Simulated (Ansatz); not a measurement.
**C₂H₇ClSi₂: one species, many methods**

The task here is to estimate one member of a computed series from the others.

Method: functionals in def2-TZVPP, the program's frozen cores in correlated methods; program: Ansatz 0.2.0, Gaussian basis.

The runs, in order: LDA (SPW92), PBE-D4, revPBE-D4, BLYP-D4, r2SCAN-D4, B97M-V, PBE0-D4, B3LYP-D4, r2SCANh-D4, r2SCAN0-D4, HSE06-D4, BHLYP-D4, CAM-B3LYP-D4, LC-ωPBE, ωB97X-V, ωB97M-V, B2PLYP, PBE-QIDH; CCSD(T)/def2-SVP; CCSD(T)/def2-TZVPP; MP2/def2-QZVPP; extrapolation to the limit; RPA on PBE.

### The relaxed structure

An earlier PBE0-D4 in a triple-zeta def2 set relaxation fixed the geometry.

SMILES `ClC1C[SiH2][SiH2]1`, 12 atoms, charge 0, spin multiplicity 1.

Atoms are counted from 1 here; the program's logs count them from 0.

Bond lengths: Cl1–C2 1.799 Å, C2–C3 1.539 Å, C2–Si5 1.919 Å, C2–H6 1.089 Å, C3–Si4 1.913 Å, C3–H7 1.092 Å, C3–H8 1.097 Å, Si4–Si5 2.333 Å, Si4–H9 1.484 Å, Si4–H10 1.488 Å, Si5–H11 1.484 Å, Si5–H12 1.492 Å. Angles: Cl1–C2–C3 109.4°, Cl1–C2–Si5 106.5°, Cl1–C2–H6 106.1°, C3–C2–Si5 98.6°, C3–C2–H6 114.8°, Si5–C2–H6 120.9°, C2–C3–Si4 99.4°, C2–C3–H7 113.7°, C2–C3–H8 108.3°, Si4–C3–H7 119.3°, Si4–C3–H8 107.6°, H7–C3–H8 107.8°, C3–Si4–Si5 75.9°, C3–Si4–H9 114.6°, C3–Si4–H10 115.3°, Si5–Si4–H9 117.4°, Si5–Si4–H10 121.3°, H9–Si4–H10 109.0° and more.

The first run:

in.yaml reads:

```yaml
crystal:
  periodic: [false, false, false]
  atoms:
    - {symbol: Cl, position_ang: [-0.852750, 2.204787, 0.358386]}
    - {symbol: C, position_ang: [0.064975, 0.754955, 0.900209]}
    - {symbol: C, position_ang: [-0.806158, -0.500464, 0.716500]}
    - {symbol: Si, position_ang: [-0.490557, -0.830299, -1.141424]}
    - {symbol: Si, position_ang: [1.372045, 0.396862, -0.459066]}
    - {symbol: H, position_ang: [0.367557, 0.954381, 1.927377]}
    - {symbol: H, position_ang: [-1.831330, -0.378611, 1.071668]}
    - {symbol: H, position_ang: [-0.350116, -1.322176, 1.282048]}
    - {symbol: H, position_ang: [-1.449392, -0.164310, -2.058167]}
    - {symbol: H, position_ang: [-0.374902, -2.264091, -1.520998]}
    - {symbol: H, position_ang: [1.978257, 1.577660, -1.122003]}
    - {symbol: H, position_ang: [2.449171, -0.483793, 0.079471]}
basis:
  gaussian: {orbitals: def2-TZVPP}
hamiltonian: {xc: lda}
output: {orbitals: {seedname: orbitals}}
```

Steps of the session up to this table: LDA; PBE-D4 (GGA); revPBE-D4 (GGA); BLYP-D4 (GGA); r2SCAN-D4 (meta-GGA); B97M-V (meta-GGA); PBE0-D4 (hybrid); B3LYP-D4 (hybrid); r2SCANh-D4 (hybrid); r2SCAN0-D4 (hybrid); HSE06-D4 (hybrid); BHLYP-D4 (hybrid); CAM-B3LYP-D4 (range-separated); LC-ωPBE (range-separated); ωB97X-V (range-separated); ωB97M-V (range-separated); B2PLYP (double hybrid); PBE-QIDH (double hybrid).

One table of the session follows, with a row left open; its other results are not shown here.

It belongs to the step «Frontier levels by functional». 

```
  functional  HOMO (eV)  gap (eV)
 LDA (SPW92)      -6.55      5.25
      PBE-D4      -6.44      5.35
   revPBE-D4      -6.39      5.39
     BLYP-D4      -6.30      5.36
   r2SCAN-D4      -6.70      5.88
      B97M-V      -6.82      5.86
     PBE0-D4      -7.65      7.43
    B3LYP-D4      -7.44      7.01
  r2SCANh-D4      -7.15      6.66
  r2SCAN0-D4      -7.82      7.77
    HSE06-D4      -7.26      6.66
    BHLYP-D4      -8.70      9.34
CAM-B3LYP-D4      -8.95      9.71
     LC-ωPBE          ?         ?
     ωB97X-V      -9.95     11.70
     ωB97M-V      -9.75     11.16
```

Q: Estimate the row for LC-ωPBE from the others.

As computed: HOMO (eV): -10.28; gap (eV): 12.16. In the column «HOMO (eV)» it is the lowest.
